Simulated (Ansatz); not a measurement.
# CH5AlF2: the cost of one run

Program: Ansatz 0.2.0. Level of theory: RKS LDA/STO-3G. These are calculated values, not measurements.

**1. Starting point**

Bond lengths: Al1–F3 1.639 Å, Al1–F4 1.637 Å, Al1–C6 2.289 Å, C6–H7 1.089 Å, C6–H8 1.088 Å, C6–H9 1.158 Å. Angles: F3–Al1–F4 126.1°, F3–Al1–C6 114.4°, F4–Al1–C6 113.0°, Al1–C6–H7 122.3°, Al1–C6–H8 128.1°, Al1–C6–H9 52.5°, H7–C6–H8 108.7°, H7–C6–H9 106.2°, H8–C6–H9 106.4°.

As a file:

```xyz
9

Al   -1.1029    0.1805   -0.3983
H    -0.7927   -1.2190    0.9931
F    -1.4635   -0.5144   -1.8382
F    -1.8513    1.4776    0.2617
H     0.0368   -0.7501    0.7103
C     1.0975    0.0116    0.2076
H     1.5490    0.6714    0.9477
H     1.8868   -0.5573   -0.2802
H     0.6403    0.6997   -0.6037
```

**2. A restrained relaxation towards end A**

Springs on the bonds that form and break draw the guess towards this end; the thresholds are loose.

Input file input.yaml:

```yaml
crystal:
  periodic: [false, false, false]
  atoms:
    - { symbol: Al, position_ang: [-1.1029, 0.1805, -0.3983] }
    - { symbol: H, position_ang: [-0.7927, -1.219, 0.9931] }
    - { symbol: F, position_ang: [-1.4635, -0.5144, -1.8382] }
    - { symbol: F, position_ang: [-1.8513, 1.4776, 0.2617] }
    - { symbol: H, position_ang: [0.0368, -0.7501, 0.7103] }
    - { symbol: C, position_ang: [1.0975, 0.0116, 0.2076] }
    - { symbol: H, position_ang: [1.549, 0.6714, 0.9477] }
    - { symbol: H, position_ang: [1.8868, -0.5573, -0.2802] }
    - { symbol: H, position_ang: [0.6403, 0.6997, -0.6037] }
basis:
  gaussian: { orbitals: STO-3G }
hamiltonian:
  xc: lda
relax:
  f_tol: 0.15
  max_steps: 25
  restrain:
    - { distance: [0, 5], at: 3.27, k: 30.0 }
    - { distance: [4, 1], at: 1.92, k: 30.0 }
    - { distance: [0, 1], at: 1.52, k: 30.0 }
    - { distance: [4, 5], at: 1.07, k: 30.0 }
output:
  orbitals: {}
```

The run is started by

```bash
> ansatz run input.yaml --threads 1 --pin off --max-ram 2048MiB --backend cpu --events-out ev --progress --plain --runs-dir out
```

Q: Estimate wall time and peak memory on 1 thread of Intel Xeon Platinum 8375C at 2.90GHz (Ice Lake), shared host.

About 7.9 s, with a peak of 0.14 GiB.
